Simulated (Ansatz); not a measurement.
# Ga16SiN15: the cost of one run

Method: DFT, PBE, plane-wave PAW, default files, scalar-relativistic, as far as a step names no other, in Ansatz 0.2.0.

The COD entry's cell or inner coordinates are ideal or old and differ from later refinements, so a difference from it is no clean test against experiment.

1 further run of the same task is left out (it didn't finish).

## 1. The starting structure

Symmetry: P3m1, No. 156, trigonal system. Conventional cell: a = 6.360 Å, b = 6.360 Å, c = 10.332 Å, α = 90.00°, β = 90.00°, γ = 120.00°. Ga (site symmetry 3m) is surrounded by 1 Si at 1.94 Å and 3 N at 1.95 Å. Around Ga (site symmetry 3m) lie 4 N at 1.94 to 1.95 Å. Ga (site symmetry m) is surrounded by 4 N at 1.94 to 1.95 Å. Ga (site symmetry m) is surrounded by 3 N at 1.94 to 1.95 Å and 1 Si at 1.95 Å. Only part of the 16 independent sites is listed.

Coordinates:

```
Ga Si N
1.0
     6.36000    0.00000    0.00000
    -3.18000    5.50792    0.00000
     0.00000    0.00000   10.33200
Ga Si N
16 1 15
Direct
  0.16667 0.33333 0.00000
  0.16667 0.33333 0.50000
  0.16667 0.83333 0.00000
  0.16667 0.83333 0.50000
  0.66667 0.33333 0.00000
  0.66667 0.33333 0.50000
  0.66667 0.83333 0.00000
  0.66667 0.83333 0.50000
  0.33333 0.16667 0.25000
  0.33333 0.16667 0.75000
  0.33333 0.66667 0.25000
  0.33333 0.66667 0.75000
  0.83333 0.16667 0.25000
  0.83333 0.16667 0.75000
  0.83333 0.66667 0.25000
  0.83333 0.66667 0.75000
  0.16667 0.33333 0.18750
  0.16667 0.33333 0.68750
  0.16667 0.83333 0.18750
  0.16667 0.83333 0.68750
  0.66667 0.33333 0.18750
  0.66667 0.33333 0.68750
  0.66667 0.83333 0.18750
  0.66667 0.83333 0.68750
  0.33333 0.16667 0.43750
  0.33333 0.16667 0.93750
  0.33333 0.66667 0.43750
  0.33333 0.66667 0.93750
  0.83333 0.16667 0.43750
  0.83333 0.16667 0.93750
  0.83333 0.66667 0.43750
  0.83333 0.66667 0.93750
```

Atom 17 of the input is the impurity.

## 2. Gradients at the starting positions

input.yaml

```yaml
crystal:
  lattice:
    - [6.36, 0.0, 0.0]
    - [-3.18, 5.507921568, 0.0]
    - [0.0, 0.0, 10.332]
  atoms:
    - { symbol: Ga, position: [0.1666666666, 0.3333333334, 0.0] }
    - { symbol: Ga, position: [0.1666666666, 0.3333333334, 0.5] }
    - { symbol: Ga, position: [0.1666666666, 0.8333333334, 0.0] }
    - { symbol: Ga, position: [0.1666666666, 0.8333333334, 0.5] }
    - { symbol: Ga, position: [0.6666666666, 0.3333333334, 0.0] }
    - { symbol: Ga, position: [0.6666666666, 0.3333333334, 0.5] }
    - { symbol: Ga, position: [0.6666666666, 0.8333333334, 0.0] }
    - { symbol: Ga, position: [0.6666666666, 0.8333333334, 0.5] }
    - { symbol: Ga, position: [0.3333333334, 0.1666666666, 0.25] }
    - { symbol: Ga, position: [0.3333333334, 0.1666666666, 0.75] }
    - { symbol: Ga, position: [0.3333333334, 0.6666666666, 0.25] }
    - { symbol: Ga, position: [0.3333333334, 0.6666666666, 0.75] }
    - { symbol: Ga, position: [0.8333333334, 0.1666666666, 0.25] }
    - { symbol: Ga, position: [0.8333333334, 0.1666666666, 0.75] }
    - { symbol: Ga, position: [0.8333333334, 0.6666666666, 0.25] }
    - { symbol: Ga, position: [0.8333333334, 0.6666666666, 0.75] }
    - { symbol: Si, position: [0.1666666666, 0.3333333334, 0.1875] }
    - { symbol: "N", position: [0.1666666666, 0.3333333334, 0.6875] }
    - { symbol: "N", position: [0.1666666666, 0.8333333334, 0.1875] }
    - { symbol: "N", position: [0.1666666666, 0.8333333334, 0.6875] }
    - { symbol: "N", position: [0.6666666666, 0.3333333334, 0.1875] }
    - { symbol: "N", position: [0.6666666666, 0.3333333334, 0.6875] }
    - { symbol: "N", position: [0.6666666666, 0.8333333334, 0.1875] }
    - { symbol: "N", position: [0.6666666666, 0.8333333334, 0.6875] }
    - { symbol: "N", position: [0.3333333334, 0.1666666666, 0.4375] }
    - { symbol: "N", position: [0.3333333334, 0.1666666666, 0.9375] }
    - { symbol: "N", position: [0.3333333334, 0.6666666666, 0.4375] }
    - { symbol: "N", position: [0.3333333334, 0.6666666666, 0.9375] }
    - { symbol: "N", position: [0.8333333334, 0.1666666666, 0.4375] }
    - { symbol: "N", position: [0.8333333334, 0.1666666666, 0.9375] }
    - { symbol: "N", position: [0.8333333334, 0.6666666666, 0.4375] }
    - { symbol: "N", position: [0.8333333334, 0.6666666666, 0.9375] }
total_charge: -1
kpoints:
  mp_grid: { grid: [4, 4, 2] }
scf:
  occupations: { method: fermi_dirac, width: 0.01 }
hamiltonian:
  xc: pbe
  pseudopotentials: { kind: paw }
output:
  forces: true
  stress: true
  populations: true
  efg:
    quadrupole_moments_barn: { Ga: 0.107, "N": 0.02044 }
    contact_densities: true
```

The run is started by

```sh
> ansatz run input.yaml --threads 1 --pin off --max-ram 3072MiB --backend cpu --events-out ev --progress --plain --runs-dir out
```

Q: Estimate wall time and peak memory on 1 thread of Arm Neoverse V1, shared host.

About 91 s, with a peak of 0.88 GiB.
